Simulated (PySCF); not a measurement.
**A gas-phase reaction: AlBrCl2 + H2S → AlCl2HS + BrH**

Wanted: the reaction energy for `[Cl][Al]([Cl])[Br]` + `S` → `[SH][Al]([Cl])[Cl]` + `Br`.

Computed with PySCF 2.14.0; each step states its level. No surroundings beyond the atoms listed, unless a continuum is named. Atoms count from 0, parts from 1.

## 1. Starting point

Each species was relaxed by itself at PBE0-D3(BJ)/def2-SVPD.

## 2. Reaction energy: wB97M-D3(BJ)/def2-TZVPD

Job settings and geometry (Å):

```
{"job": {"kind": "react", "xc": "wB97M-D3(BJ)", "basis": "def2-TZVPD"}, "charge": 0, "multiplicity": 1}
-1 AlBrCl2 charge 0 multiplicity 1
Cl    -0.488070     0.637620     1.949910
Al    -0.022440     0.013460     0.011570
Cl    -1.250070     0.572970    -1.583240
Br     1.779980    -1.241880    -0.360230

-1 H2S charge 0 multiplicity 1
S     -0.005660     0.615440    -0.005800
H     -0.981760    -0.317110    -0.004130
H      0.967950    -0.319550     0.012010

+1 AlCl2HS charge 0 multiplicity 1
S      0.083040     1.613240     0.609100
Al     0.167950    -0.492330     0.105570
Cl    -0.785890    -1.231480    -1.611220
Cl     1.223780    -1.794940     1.359470
H     -0.689420     1.902350    -0.464710

+1 BrH charge 0 multiplicity 1
Br     0.715060    -0.001250    -0.000320
H     -0.708680     0.004520    -0.001100
```

Level: wB97M-D3(BJ)/def2-TZVPD reaction energy of separated species, gas phase.

On the command line:

```sh
> OMP_NUM_THREADS=1 python cluster_run.py task.json out
```

This one command runs all jobs of the session in turn.

**Question.** The jobs that follow are: PBE0-D3(BJ)/def2-TZVPD reaction energy of separated species, gas phase; MP2/def2-TZVPD reaction energy of separated species, gas phase. Predict: reaction energy (wB97M-D3(BJ)/def2-TZVPD); ΔH, ΔG at 298 K (xTB thermal terms). Thermal terms come from harmonic xTB runs on each species.

**Answer**, as computed:

| quantity | value |
| --- | --- |
| reaction energy (wB97M-D3(BJ)/def2-TZVPD) | 9.79 kcal/mol |
| ΔH, ΔG at 298 K (xTB thermal terms) | +9.1, +9.1 kcal/mol |
| range of the reaction energy over the runs of this table | 9.36 to 10.46 kcal/mol |

**Reading.** The reaction is endothermic by 9.1 kcal/mol in the gas phase; dispersion gives -0.25, and xTB itself gave 17.82 for the electronic energy (xTB energies and thermal terms come from the earlier relaxation of each species, not shown). No barrier was sought. The reaction energy runs from 9.36 (PBE0-D3(BJ)/def2-TZVPD) to 10.46 kcal/mol (MP2/def2-TZVPD).
